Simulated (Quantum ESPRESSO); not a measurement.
A run of Quantum ESPRESSO 7.5:

File pw.in:

```
&CONTROL
  calculation = 'scf'
  prefix = 'pwscf'
  outdir = './tmp'
  pseudo_dir = './pseudo'
  tprnfor = .true.
  tstress = .true.
  disk_io = 'nowf'
/
&SYSTEM
  ibrav = 0
  nat = 2
  ntyp = 2
  ecutwfc = 55
  ecutrho = 440
  nbnd = 20
  input_dft = 'pz'
  occupations = 'smearing'
  smearing = 'gaussian'
  degauss = 0.00367493
/
&ELECTRONS
  conv_thr = 8d-08
  electron_maxstep = 100
  mixing_beta = 0.3
  mixing_ndim = 12
/
ATOMIC_SPECIES
Pm   144.9128 Pm.paw.z_15.atompaw.wentzcovitch.v1.2.upf
Se    78.9710 Se_pbe_v1.uspp.F.UPF
CELL_PARAMETERS angstrom
   1.5078725900    0.8705706400    4.8110609900
  -1.5078725900    0.8705706400    4.8110609900
   0.0000000000   -1.7411412900    4.8110609900
ATOMIC_POSITIONS crystal
Pm     0.5000000000    0.5000000000    0.5000000000
Se     0.0000000000    0.0000000000    0.0000000000
K_POINTS automatic
6 6 6 0 0 0
HUBBARD {ortho-atomic}
U Pm-4f 8.0
```

Potentials or basis: SSSP 1.3 efficiency PBE.

Command:

```bash
$ OMP_NUM_THREADS=1 pw.x -in pw.in > pw.out
```

Hardware: 1 thread of Arm Neoverse V1, on a shared host.

Problem. Estimate the wall time of this run.

Solution. Wall time 3.3 min on 1 thread of Arm Neoverse V1, with other jobs on the host, peak memory 0.45 GiB. Counts: scf iterations 38, k pools 1, bands 20, k points 32, g dense 39739.
